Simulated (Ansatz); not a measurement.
# C2H9GaO: small, medium and large basis sets

The task here is to estimate one member of a computed series from the others.

Method: one geometry, several basis sets; program: Ansatz 0.2.0, Gaussian basis.

The runs, in order: PBE0-D4/def2-SVP; ωB97M-V/def2-SVP; PBE0-D4/def2-QZVPP; ωB97M-V/def2-QZVPP; the functionals' def2-TZVPP values are taken from earlier runs.

**The relaxed structure**

All runs share one geometry, relaxed beforehand with PBE0-D4 in a triple-zeta def2 set.

SMILES `[CH3][GaH-]([CH3])[OH2+]`, 13 atoms, charge 0, spin multiplicity 1.

Atoms are counted from 1 here; the program's logs count them from 0.

Bond lengths: C1–Ga2 1.976 Å, C1–H5 1.094 Å, C1–H6 1.092 Å, C1–H7 1.093 Å, Ga2–C3 1.988 Å, Ga2–O4 2.234 Å, Ga2–H8 1.591 Å, C3–H9 1.094 Å, C3–H10 1.094 Å, C3–H11 1.094 Å, O4–H12 0.963 Å, O4–H13 0.963 Å. Angles: Ga2–C1–H5 110.3°, Ga2–C1–H6 111.6°, Ga2–C1–H7 111.4°, H5–C1–H6 107.4°, H5–C1–H7 107.5°, H6–C1–H7 108.4°, C1–Ga2–C3 119.8°, C1–Ga2–O4 100.2°, C1–Ga2–H8 119.2°, C3–Ga2–O4 95.0°, C3–Ga2–H8 117.9°, O4–Ga2–H8 92.4°, Ga2–C3–H9 110.0°, Ga2–C3–H10 112.7°, Ga2–C3–H11 111.7°, H9–C3–H10 106.8°, H9–C3–H11 106.7°, H10–C3–H11 108.7° and more.

Set-up of the first run:

in.yaml

```yaml
crystal:
  periodic: [false, false, false]
  atoms:
    - {symbol: C, position_ang: [-1.181866, 1.373741, -0.741438]}
    - {symbol: Ga, position_ang: [-0.488179, -0.377966, -0.144478]}
    - {symbol: C, position_ang: [1.311674, -0.980540, -0.735257]}
    - {symbol: O, position_ang: [0.151373, 0.138696, 1.933072]}
    - {symbol: H, position_ang: [-1.601367, 1.291652, -1.748595]}
    - {symbol: H, position_ang: [-1.975908, 1.736714, -0.085265]}
    - {symbol: H, position_ang: [-0.390278, 2.126089, -0.774846]}
    - {symbol: H, position_ang: [-1.511201, -1.481741, 0.373129]}
    - {symbol: H, position_ang: [1.270242, -1.316118, -1.775832]}
    - {symbol: H, position_ang: [1.688907, -1.821869, -0.147174]}
    - {symbol: H, position_ang: [2.044169, -0.168743, -0.694926]}
    - {symbol: H, position_ang: [-0.365962, -0.419244, 2.522847]}
    - {symbol: H, position_ang: [1.068797, -0.135572, 2.033463]}
basis:
  gaussian: {orbitals: def2-SVP}
hamiltonian: {xc: pbe0, dispersion: d4}
output: {orbitals: {seedname: orbitals}}
```

Command:

```console
$ ansatz run in.yaml --threads 4 --pin off --events-out ev --progress --plain --max-ram 10444MiB
```

Among the steps run: PBE0-D4 in def2-SVP; ωB97M-V in def2-SVP; PBE0-D4 in def2-QZVPP; ωB97M-V in def2-QZVPP.

One of the session's tables, all rows but one given; the rest of the session is left out.

It belongs to the step «Functionals by basis». 

```
functional       basis  HOMO (eV)  LUMO (eV)
   PBE0-D4    def2-SVP      -7.02       0.27
   PBE0-D4  def2-TZVPP      -7.11      -0.22
   PBE0-D4  def2-QZVPP      -7.13      -0.48
   ωB97M-V    def2-SVP      -9.24       1.94
   ωB97M-V  def2-TZVPP      -9.34       1.29
   ωB97M-V  def2-QZVPP          ?          ?
```

Estimate the missing values for ωB97M-V, def2-QZVPP.

The run gave: HOMO (eV): -9.35; LUMO (eV): 0.84. In the column «HOMO (eV)» it is the lowest.
